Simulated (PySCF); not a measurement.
# C14H12OSi: the cost of one run

Programs: PySCF 2.14.0, with routines of our own; each step states its level. All values are computed. Atoms count from 0.

## 1. The starting structure

28 atoms, charge 0, multiplicity 1; geometry from: GFN2-xTB.

## 2. Electronic excitations: TDA BLYP/def2-TZVP

Job settings and geometry (Å):

```
{"job": {"kind": "uv", "basis": "def2-TZVP", "grid": 1, "kgrid": 1, "vcut": 2.5, "nstates": 1, "ntriplets": 2, "tda": true, "delta": [], "pop": false, "xc": "BLYP"}, "charge": 0, "multiplicity": 1}
C      3.275050     0.068446     1.806137
Si     2.338436     0.106560     0.156344
C      3.476853     0.280036    -1.351578
C      0.786395     1.261183     0.134530
C      0.094812     2.405284     0.166117
O     -1.278624     2.464333     0.082686
C     -2.028509     1.322960    -0.040297
C     -3.402484     1.336898    -0.126593
C     -4.080667     0.112122    -0.251818
C     -3.448227    -1.106714    -0.293567
C     -2.041743    -1.168472    -0.207607
C     -1.217926    -2.322732    -0.232428
C      0.161837    -2.277135    -0.142035
C      0.814317    -1.044474    -0.017958
C     -0.006383     0.068126     0.004656
C     -1.385182     0.071567    -0.082895
H      2.592827     0.022260     2.648607
H      3.888537     0.956663     1.918904
H      3.930182    -0.795200     1.858706
H      4.091845     1.170256    -1.266760
H      4.140797    -0.574353    -1.434841
H      2.907225     0.351733    -2.272221
H      0.498522     3.403297     0.257776
H     -3.953223     2.263121    -0.099164
H     -5.159183     0.142962    -0.318570
H     -4.023198    -2.015545    -0.391434
H     -1.704973    -3.283497    -0.327156
H      0.720148    -3.203272    -0.169016
```

With the program's defaults for keys left out, this is: TDA BLYP/def2-TZVP, vertical, gas phase, core orbitals frozen in the response, virtual orbitals cut by energy.

The run is started by

```console
> OMP_NUM_THREADS=1 python large_run.py task.json out
```

One launch serves the whole session: the jobs run in the order shown.

**Question.** How long does this first job take on 1 thread of Arm Neoverse N1, shared host, and how much memory does it need?

About 3.5 min, with a peak of 0.84 GiB.
